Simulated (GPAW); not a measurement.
Hf2Pd2Se2Br2O3:

```
CELL_PARAMETERS angstrom
7.58666 -1.70971 -1.17576
7.58666 1.70971 -1.17576
-2.02446 0.00000 13.05155
ATOMIC_POSITIONS crystal
Hf 0.94514 0.94514 0.06144
Hf 0.60628 0.60628 0.28309
Pd 0.17920 0.17920 0.50964
Pd 0.32286 0.32286 0.74307
Se 0.92232 0.92232 0.84566
Se 0.78991 0.78991 0.58800
Br 0.58645 0.58645 0.04520
Br 0.24604 0.24604 0.28651
O 0.59701 0.59701 0.42127
O 0.38554 0.38554 0.07302
O 0.03094 0.03094 0.22169
```

The cell was built by a generator and needn't be a form met in nature.

Program: GPAW 26.7.0. Alike in all runs: task band structure; no spin polarisation; cell as given; k mesh 6 × 6 × 2; cutoff (eV) 800; smearing fermi-dirac 0.05 eV.

Q: Order these runs on this cell by their pressure, lowest first.
A. level LDA; potentials or basis the program's PAW data sets (release 1.2.1) made for this functional, pw
B. level PBE; potentials or basis GPAW PAW data sets (gpaw-data 1.2.1), pw
C. level r2SCAN; potentials or basis GPAW PAW data sets (gpaw-data 1.2.1), pw

A: A (-4.3 GPa), C (-1.2 GPa), B (0.4 GPa).

Caveats: the PAW data sets were made with another functional, which shifts forces and pressure a little (some runs).

Not every run made on this cell is shown here.
